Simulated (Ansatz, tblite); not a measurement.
# InH2(OMe) (CH₅InO): charged states by level of theory

An exercise on one series of results from a longer session: the logs are not shown, and one member is left open.

Program: Ansatz 0.2.0, Gaussian basis. Level of theory: as each input shows. These are calculated values, not measurements.

Levels to be run: charge +1 doublet, at the geometry of the singlet (PBE0-D4/def2-TZVP, PBE-D4/def2-TZVP, r2SCAN-D4/def2-TZVP, CCSD(T)/def2-TZVPP); charge -1 doublet, at the geometry of the singlet (PBE0-D4/def2-TZVPD, PBE-D4/def2-TZVPD, r2SCAN-D4/def2-TZVPD); the starting singlet's energies come from earlier runs.

4 further runs of the same task are left out: 4 set aside as unsound or not needed. Runs told in other sessions of the task aren't counted.

### The relaxed structure

The singlet was relaxed beforehand with B3LYP-D4/def2-TZVP.

8 atoms, charge 0, spin multiplicity 1.

Atoms are counted from 1 here; the program's logs count them from 0.

Bond lengths: In1–H2 1.718 Å, In1–H3 1.707 Å, In1–O4 2.002 Å, O4–C5 1.408 Å, C5–H6 1.096 Å, C5–H7 1.097 Å, C5–H8 1.099 Å. Angles: H2–In1–H3 136.8°, H2–In1–O4 112.2°, H3–In1–O4 111.0°, In1–O4–C5 124.7°, O4–C5–H6 110.1°, O4–C5–H7 110.2°, O4–C5–H8 113.6°, H6–C5–H7 107.7°, H6–C5–H8 107.5°, H7–C5–H8 107.5°.

In takes a core potential in the def2 sets. No spin-orbit coupling is included.

Set-up of the first run:

Contents of in.yaml:

```yaml
crystal:
  periodic: [false, false, false]
  atoms:
    - {symbol: In, position_ang: [0.615988, 1.448616, 0.718924]}
    - {symbol: H, position_ang: [2.156921, 0.693762, 0.807162]}
    - {symbol: H, position_ang: [-0.054918, 2.960305, 1.142604]}
    - {symbol: O, position_ang: [-0.768577, 0.252271, -0.092473]}
    - {symbol: C, position_ang: [-0.528011, -1.059514, -0.545080]}
    - {symbol: H, position_ang: [-0.768883, -1.141151, -1.611673]}
    - {symbol: H, position_ang: [-1.166309, -1.768624, -0.004660]}
    - {symbol: H, position_ang: [0.513810, -1.385685, -0.414803]}
basis:
  gaussian: {orbitals: def2-SVP}
total_charge: 1
magnetization: {spin_polarized: true, initial_magnetization: 1}
hamiltonian: {xc: pbe0, dispersion: d4}
output: {orbitals: {seedname: orbitals}}
```

Started as:

```sh
$ ansatz run in.yaml --threads 4 --pin off --events-out ev --progress --plain --max-ram 3916MiB
```

Steps of the session up to this table: Charge +1 doublet at the fixed geometry, first pass, PBE0-D4/def2-SVP; Charge +1 doublet at the fixed geometry, PBE0-D4/def2-TZVP; Charge +1 doublet at the fixed geometry, PBE-D4/def2-TZVP; Charge +1 doublet at the fixed geometry, r2SCAN-D4/def2-TZVP; Charge +1 doublet at the fixed geometry, CCSD(T)/def2-TZVPP.

One table of the session follows, with a row left open; its other results are not shown here.

It belongs to the step «Vertical ionisation energy». 

```
             method  vertical ionisation energy (eV)
      HF/def2-TZVPP                             7.96
   PBE-D4/def2-TZVP                             9.34
r2SCAN-D4/def2-TZVP                             9.34
  PBE0-D4/def2-TZVP                             9.37
     MP2/def2-TZVPP                                ?
    CCSD/def2-TZVPP                             9.41
 CCSD(T)/def2-TZVPP                             9.52
```

Estimate the missing values for MP2/def2-TZVPP.

The run gave: vertical ionisation energy (eV): 9.89. In the column «vertical ionisation energy (eV)» it is the highest.

To keep in mind: The anion's highest level is positive in at least one run, so there the basis alone may hold the extra electron.
